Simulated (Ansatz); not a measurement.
# C2H7AlS: small, medium and large basis sets

How large a basis does C2H7AlS need? Two functionals are run in growing sets.

Program: Ansatz 0.2.0, Gaussian basis. Level of theory: one geometry, several basis sets. These are calculated values, not measurements.

Levels to be run: PBE0-D4/def2-SVP; ωB97M-V/def2-SVP; PBE0-D4/def2-QZVPP; ωB97M-V/def2-QZVPP; the functionals' def2-TZVPP values are taken from earlier runs.

### Step 1. The geometry

All runs share one geometry, relaxed beforehand with PBE0-D4 in a triple-zeta def2 set.

11 atoms, charge 0, spin multiplicity 1.

Atoms are counted from 1 here; the program's logs count them from 0.

Bond lengths: C1–C2 1.512 Å, C1–H5 1.094 Å, C1–H6 1.093 Å, C1–H7 1.095 Å, C2–Al3 1.965 Å, C2–S4 1.880 Å, C2–H8 1.089 Å, Al3–S4 2.464 Å, Al3–H9 1.587 Å, Al3–H10 1.586 Å, S4–H11 1.344 Å. Angles: C2–C1–H5 111.8°, C2–C1–H6 108.9°, C2–C1–H7 113.0°, H5–C1–H6 106.9°, H5–C1–H7 108.0°, H6–C1–H7 108.0°, C1–C2–Al3 121.6°, C1–C2–S4 108.6°, C1–C2–H8 112.1°, Al3–C2–S4 79.7°, Al3–C2–H8 120.4°, S4–C2–H8 106.7°, C2–Al3–S4 48.6°, C2–Al3–H9 118.5°, C2–Al3–H10 116.8°, S4–Al3–H9 108.1°, S4–Al3–H10 110.4°, H9–Al3–H10 124.6° and more.

### Step 2. PBE0-D4 in def2-SVP

The input, in.yaml:

```yaml
crystal:
  periodic: [false, false, false]
  atoms:
    - {symbol: C, position_ang: [-0.714880, 1.194087, -0.650276]}
    - {symbol: C, position_ang: [-0.490596, -0.109062, 0.083763]}
    - {symbol: Al, position_ang: [1.135613, -0.428638, 1.138947]}
    - {symbol: S, position_ang: [0.423449, -1.291227, -1.056383]}
    - {symbol: H, position_ang: [0.227538, 1.646392, -0.972096]}
    - {symbol: H, position_ang: [-1.193260, 1.904665, 0.029069]}
    - {symbol: H, position_ang: [-1.354759, 1.084175, -1.531732]}
    - {symbol: H, position_ang: [-1.427396, -0.594389, 0.353213]}
    - {symbol: H, position_ang: [1.146777, -1.639276, 2.165147]}
    - {symbol: H, position_ang: [2.315849, 0.616332, 0.966468]}
    - {symbol: H, position_ang: [-0.003036, -2.439958, -0.505418]}
basis:
  gaussian: {orbitals: def2-SVP}
hamiltonian: {xc: pbe0, dispersion: d4}
output: {orbitals: {seedname: orbitals}}
```

Further steps of the session: ωB97M-V in def2-SVP; PBE0-D4 in def2-QZVPP; ωB97M-V in def2-QZVPP.

**Question.** What will the summary of the whole plan be? Wanted: PBE0-D4: double and triple zeta above quadruple; ωB97M-V: double and triple zeta above quadruple.

The runs gave:

| quantity | value |
| --- | --- |
| PBE0-D4: double and triple zeta above quadruple | 9.12, 0.66 eV |
| ωB97M-V: double and triple zeta above quadruple | 9.22, 0.64 eV |

In words: PBE0-D4 gains 8.46 eV from double to triple zeta, then 0.66 eV more. Total energies overstate the basis error of differences, where much of it tends to cancel. The LUMO of ωB97M-V is positive and keeps falling with the basis (1.55 to 0.77 eV): an unbound level that the basis holds in place.
